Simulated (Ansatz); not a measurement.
The system is WAu.

```xyz
2
Lattice="0.0000 2.9092 2.9092 2.9092 0.0000 2.9092 2.9092 2.9092 0.0000" Properties=species:S:1:pos:R:3 pbc="T T T"
W     0.0000    0.0000    0.0000
Au    4.3638    4.3638    4.3638
```

The cell was built by a generator and needn't be a form met in nature.

Base run:

```yaml
Program: Ansatz 0.2.0
Functional: r2SCAN
Potentials_or_basis: Ansatz PAW
Cutoff: "500 eV (not typed: the program's choice for these potentials)"
k_mesh: 8 × 8 × 8
Occupations: fermi-dirac, width 0.05 eV
Spin: no spin polarisation
Hubbard_terms: Au d U = 2 eV, W d U = 2 eV
```

Its results: band gap on the k mesh none (metal or under the smearing width); pressure -1.3 GPa.

Q: The run is repeated on the same cell with these changes: hubbard terms from Au d U = 2 eV, W d U = 2 eV to Au d U = 3 eV, W d U = 3 eV. What comes out?

A: Band gap on the k mesh none (metal or under the smearing width); pressure 2.0 GPa.

Caveats: U without spin polarisation on a metal has little footing; the PAW data sets come from PBE, with cores solved anew for the run's functional, which leaves a small shift of forces and pressure; the U is typed as a test and isn't derived for this compound.
